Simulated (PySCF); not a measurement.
# AlH6N3 (Al(NH2)3): the cost of one run

Computed with PySCF 2.14.0, with density-fitted response routines of our own, on a single molecule in the gas phase. Atoms count from 0, in the outputs and in this text.

### 1 The starting structure

10 atoms, charge 0, multiplicity 1; geometry from: GFN2-xTB. The atoms were then displaced at random by about 0.03 Å, so the start is not that level's minimum.

Bonds of the start (Å): Al0–N1 1.70, Al0–N4 1.86, Al0–N7 1.71, N1–H2 0.98, N1–H3 1.10, N4–H5 1.02, N4–H6 1.04, N7–H8 0.99, N7–H9 1.07.

### 2 Relaxing the molecule at PBE0-D3(BJ)/def2-SVP

What the job is given:

```
{"job": {"xc": "PBE0", "basis": "def2-SVP", "d3": "d3bj", "grid": 1, "maxiter": 40, "shake": 0.03, "kind": "geom"}, "charge": 0, "multiplicity": 1}
Al     0.061010    -0.078100     0.010860
N      1.762830    -0.020870    -0.014720
H      2.303720    -0.837560    -0.038670
H      2.467140     0.820370    -0.010110
N     -0.891470     1.524380    -0.029450
H     -1.898800     1.664060     0.017710
H     -0.427340     2.453160    -0.014080
N     -0.850780    -1.522510    -0.011840
H     -0.490500    -2.443990     0.060700
H     -1.911150    -1.635690     0.034010
```

Run with:

```console
$ OMP_NUM_THREADS=1 python probes_run.py task.json out
```

The driver reads the jobs from task.json and runs them one after another.

Q: Estimate the wall time and peak memory of this first job on 1 thread of Arm Neoverse N1, shared host.

About 35 s, with a peak of 0.35 GiB.
